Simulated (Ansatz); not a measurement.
# CuHO, SMILES [OH][Cu]: the energy of protonation at one site

Computed with Ansatz 0.2.0, Python API.

Notebook, run cell by cell (the value of a cell's last expression is shown):

**Cell 1**
```python
import ansatz
import numpy as np
```

**Cell 2**
```python
molecule = (
    ansatz.Crystal.molecule()
    .atom("O", (-0.3689, -0.4469, -0.2588))
    .atom("Cu", (1.3568, -0.0136, 0.7439))
    .atom("H", (-0.9988, 0.3957, -0.4983))
)
```

**Cell 3**
```python
setup = (
    molecule.calculation()
    .basis(gaussian="def2-SVP")
    .functional("b3lyp", dispersion="d4")
)
symbols = [site.symbol for site in molecule.cartesian_sites]
start = np.array([site.position_ang for site in molecule.cartesian_sites], dtype=float)
rep = setup.relax(force_tolerance=0.01).run(threads=1).report
end = np.array(rep["positions_ang"])
```

**Cell 4**
```python
# start the new hydrogen opposite the existing bonds
away = sum((end[0] - end[j]) / np.linalg.norm(end[0] - end[j]) for j in [1, 2]) + np.array([0.15, 0.1, -0.2])
proton = end[0] + 1.0 * away / np.linalg.norm(away)
acid = ansatz.Crystal.molecule()
for symbol, place in zip(symbols, end):
    acid = acid.atom(symbol, place.tolist())
acid = acid.atom("H", proton.tolist())
protonated = (
    acid.calculation()
    .basis(gaussian="def2-SVP")
    .functional("b3lyp", dispersion="d4")
    .charge(1)
    .relax(force_tolerance=0.01, max_steps=80)
)
after = protonated.run(threads=1).report
xyz = np.array(after["positions_ang"])
reach = np.linalg.norm(xyz[:-1] - xyz[-1], axis=1)
print(f"base {rep['free_energy_ev']:.5f} eV, protonated {after['free_energy_ev']:.5f} eV")
print(f"the proton ends {reach.min():.3f} A from {symbols[reach.argmin()]}{reach.argmin()}")
print(f"electronic proton affinity {96.485332 * (rep['free_energy_ev'] - after['free_energy_ev']):.1f} kJ/mol")
```
Output:
```text
base -46696.50609 eV, protonated -46706.79327 eV
the proton ends 0.971 A from O0
electronic proton affinity 992.6 kJ/mol
```

Caveats:
- Total energies depend on the basis set; only differences at equal settings carry meaning.
- The proton is put on one chosen atom, which needn't be the most basic site, so the molecule's proton affinity can be higher; the ends are stationary points, not checked by frequencies, and zero-point and thermal terms count only where printed.
- b3lyp holds the VWN-RPA fit, as in Gaussian; the form of ORCA and Turbomole is b3lyp5.
- Wall time of the script: 23 s on 1 thread of Arm Neoverse V1 (shared host), peak memory 0.19 GiB.
